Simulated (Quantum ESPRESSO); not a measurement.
# AlBN in Quantum ESPRESSO: the effect of target pressure

AlBN:

```
Al B N
1.0
     2.64562    0.00000    0.00000
     0.00000    2.64562    0.00000
     0.00000    0.00000    5.40264
Al B N
1 1 1
Cartesian
  1.3228 1.3228 0.0000
  1.3228 1.3228 2.7013
  0.0000 0.0000 0.0000
```

The cell was built by a generator and needn't be a form met in nature.

Alike in all runs:

- Program: Quantum ESPRESSO 7.5
- Task: phonons
- Functional: PBEsol
- Potentials or basis: GBRV 1.5 PBEsol
- Cutoff: 612 eV
- Density cutoff: 4898 eV
- k mesh: 8 × 8 × 4, shifted
- Occupations: fermi-dirac, width 0.05 eV
- Spin: no spin polarisation

Each run relaxes the cell or the atoms first.

Problem. One run gave: relaxed volume 13.99 Å³/atom; highest phonon frequency 785 cm⁻¹. Which target pressure did it use?
A. 0 GPa
B. 8 GPa
C. 3 GPa
D. 15 GPa
E. -3 GPa

Solution. E.

```tsv
target pressure	relaxed volume (Å³/atom)	highest phonon frequency (cm⁻¹)
-3 GPa	13.99	785
0 GPa	12.30	790
3 GPa	11.49	785
8 GPa	10.71	761
15 GPa	10.27	798
```

Caveats: the mesh is thin for the phonons of a metal; some modes are imaginary; the layers were relaxed without a dispersion term, so their spacing and the soft interlayer modes are unreliable; the cell is more than 3 GPa from zero pressure, which shifts response properties (some runs); the volume moved by over 15 % at a fixed basis, so the end points are rough (some runs); this functional lacks dispersion, which binds the layers, so the pressure and a relaxed spacing across them are unreliable (some runs).

Runs at the PBE level aren't shown here.
